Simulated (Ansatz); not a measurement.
# GaNH₃ radical: how energies converge with the basis set

One table from this session's results is given with a row withheld; the runs are named, their logs left out.

The runs use Ansatz 0.2.0, Gaussian basis; one geometry, several basis sets.

Plan: PBE0-D4/def2-SVP; ωB97M-V/def2-SVP; PBE0-D4/def2-QZVPP; ωB97M-V/def2-QZVPP; the functionals' def2-TZVPP values are taken from earlier runs.

## Structure used throughout

All runs share one geometry, relaxed beforehand with PBE0-D4 in a triple-zeta def2 set.

SMILES `[NH2][GaH]`, 5 atoms, charge 0, spin multiplicity 2.

Atoms are counted from 1 here; the program's logs count them from 0.

Bond lengths: N1–Ga2 1.825 Å, N1–H3 1.008 Å, N1–H4 1.006 Å, Ga2–H5 1.594 Å. Angles: Ga2–N1–H3 123.8°, Ga2–N1–H4 124.3°, H3–N1–H4 111.9°, N1–Ga2–H5 116.9°.

Geometry (Å):

```
N    -0.21186   -0.68396    0.06470
Ga    0.81548    0.78295    0.41698
H    -0.94685   -0.70125   -0.62506
H    -0.11522   -1.56931    0.53204
H     0.50824    2.09788   -0.43007
```

The first run:

The input, in.yaml:

```yaml
crystal:
  periodic: [false, false, false]
  atoms:
    - {symbol: N, position_ang: [-0.211858, -0.683960, 0.064703]}
    - {symbol: Ga, position_ang: [0.815481, 0.782947, 0.416979]}
    - {symbol: H, position_ang: [-0.946846, -0.701255, -0.625057]}
    - {symbol: H, position_ang: [-0.115221, -1.569311, 0.532044]}
    - {symbol: H, position_ang: [0.508244, 2.097879, -0.430069]}
basis:
  gaussian: {orbitals: def2-SVP}
magnetization: {spin_polarized: true, initial_magnetization: 1}
hamiltonian: {xc: pbe0, dispersion: d4}
output: {orbitals: {seedname: orbitals}}
```

Command:

```sh
> ansatz run in.yaml --threads 2 --pin off --events-out ev --progress --plain --max-ram 22528MiB --backend cpu
```

Among the steps run: PBE0-D4 in def2-SVP; ωB97M-V in def2-SVP; PBE0-D4 in def2-QZVPP; ωB97M-V in def2-QZVPP.

One of the session's tables, all rows but one given; the rest of the session is left out.

It belongs to the step «Density functionals: the series». 

| functional | basis | HOMO (eV) | LUMO (eV) |
| --- | --- | --- | --- |
| PBE0-D4 | def2-SVP | ? | ? |
| PBE0-D4 | def2-TZVPP | -5.62 | -2.28 |
| PBE0-D4 | def2-QZVPP | -5.65 | -2.33 |
| ωB97M-V | def2-SVP | -7.50 | -0.50 |
| ωB97M-V | def2-TZVPP | -7.60 | -0.60 |
| ωB97M-V | def2-QZVPP | -7.65 | -0.73 |

Estimate the missing values for PBE0-D4, def2-SVP.

**Answer.** HOMO (eV): -5.54; LUMO (eV): -2.21. In the column «HOMO (eV)» it is the highest.
